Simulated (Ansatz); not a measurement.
# AsH₂Se (quartet): from Hartree-Fock to the top rungs at distance As1–Se2 = 2.145 Å, cc-pVDZ

Aim: climb from Hartree-Fock through coupled cluster and multireference methods for AsH₂Se (quartet) at one geometry and basis, and see what each rung misses.

Program: Ansatz 0.2.0, Gaussian basis. Level of theory: cc-pVDZ, core rule «outside noble gas», up to 28 orbitals frozen. These are calculated values, not measurements.

The runs, in order: UHF; CCSD(T) on ROHF; CCSD(T) on UHF; BCCD(T) on ROHF; CISD; CCSDT(Q) on ROHF; CCSDT(Q) on UHF; CASSCF and MRCISD+Q, 5 electrons in 5 orbitals; CASSCF and NEVPT2, 5 electrons in 5 orbitals; CASSCF and MRCISD+Q, 13 electrons in 10 orbitals; CASSCF and NEVPT4(SD), 13 electrons in 10 orbitals; CASSCF and NEVPT2, 13 electrons in 10 orbitals.

30 further runs of the same task are left out: 27 that didn't finish, 3 set aside as unsound or not needed.

### Step 1. What is computed

The geometry derives from a PBE0/def2-TZVP stationary point (not a proven minimum). One bond is set to the value named and the two fragments are kept rigid. No spin-orbit coupling is included. The filled d shell of As, Se may be among the frozen orbitals whatever the setting's name suggests; the logs give the count.

4 atoms, charge 0, spin multiplicity 4.

Atoms are counted from 1 here; the program's logs count them from 0.

Bond lengths: As1–Se2 2.145 Å, As1–H3 1.517 Å, As1–H4 1.551 Å. Angles: Se2–As1–H3 92.7°, Se2–As1–H4 172.6°, H3–As1–H4 94.7°.

### Step 2. UHF

The input, in.yaml:

```yaml
crystal:
  periodic: [false, false, false]
  atoms:
    - {symbol: As, position_ang: [0.000013, -0.021101, 1.075831]}
    - {symbol: Se, position_ang: [-0.000007, 0.004017, -1.069022]}
    - {symbol: H, position_ang: [-0.000054, 1.492992, 1.165885]}
    - {symbol: H, position_ang: [-0.000368, -0.239166, 2.611145]}
basis:
  gaussian: {orbitals: cc-pVDZ}
magnetization: {spin_polarized: true, initial_magnetization: 3}
hamiltonian: {xc: hf}
output: {orbitals: {seedname: orbitals}}
```

Started as:

```console
> ansatz run in.yaml --threads 1 --pin off --events-out ev --progress --plain --max-ram 2393MiB
```

Further steps of the session: CCSD(T) on ROHF; CCSD(T) on UHF; BCCD(T) on ROHF; CISD; CCSDT(Q) on ROHF; CCSDT(Q) on UHF; CASSCF and MRCISD+Q, 5 electrons in 5 orbitals; CASSCF and NEVPT2, 5 electrons in 5 orbitals; CASSCF and MRCISD+Q, 13 electrons in 10 orbitals; CASSCF and NEVPT4(SD), 13 electrons in 10 orbitals; CASSCF and NEVPT2, 13 electrons in 10 orbitals.

Before running them: what should the planned runs give, taken together? Wanted: UCCSDT(Q) below the RHF energy; RMP2 from UCCSDT(Q); UMP2 from UCCSDT(Q); RCCSD from UCCSDT(Q); RCCSD(T) from UCCSDT(Q); UCCSD(T) from UCCSDT(Q); RCCSDT(Q) from UCCSDT(Q); NEVPT2 pair from UCCSDT(Q); MRCISD+Q pair from UCCSDT(Q).

**Answer**, as computed:

```
                         quantity                                value
   UCCSDT(Q) below the RHF energy                           -6.6952 eV
              RMP2 from UCCSDT(Q)                        +107.2 kJ/mol
              UMP2 from UCCSDT(Q)                        +111.6 kJ/mol
             RCCSD from UCCSDT(Q)                         +22.6 kJ/mol
          RCCSD(T) from UCCSDT(Q)                          +4.7 kJ/mol
          UCCSD(T) from UCCSDT(Q)                          +4.1 kJ/mol
         RCCSDT(Q) from UCCSDT(Q)                          +0.8 kJ/mol
       NEVPT2 pair from UCCSDT(Q)                        +108.7 kJ/mol
     MRCISD+Q pair from UCCSDT(Q)                          +9.3 kJ/mol
    NEVPT2 valence from UCCSDT(Q)                        +114.9 kJ/mol
levels within 1 kcal/mol (43 meV)  UCCSD(T), RCCSDT, UCCSDT, RCCSDT(Q)
                    T1 diagnostic                                0.031
   effectively unpaired electrons                                 3.01
```

**Reading.** RCCSD(T) misses by +4.7 kJ/mol, 0.7 % of the correlation energy. One determinant dominates. Of the multireference levels listed MRCISD+Q valence comes nearest in total energy (+5.0 kJ/mol), which doesn't show that its space is the better one. These misses are within one basis, not against nature; the frozen cores of restricted and unrestricted runs differ, which can shift their rows.
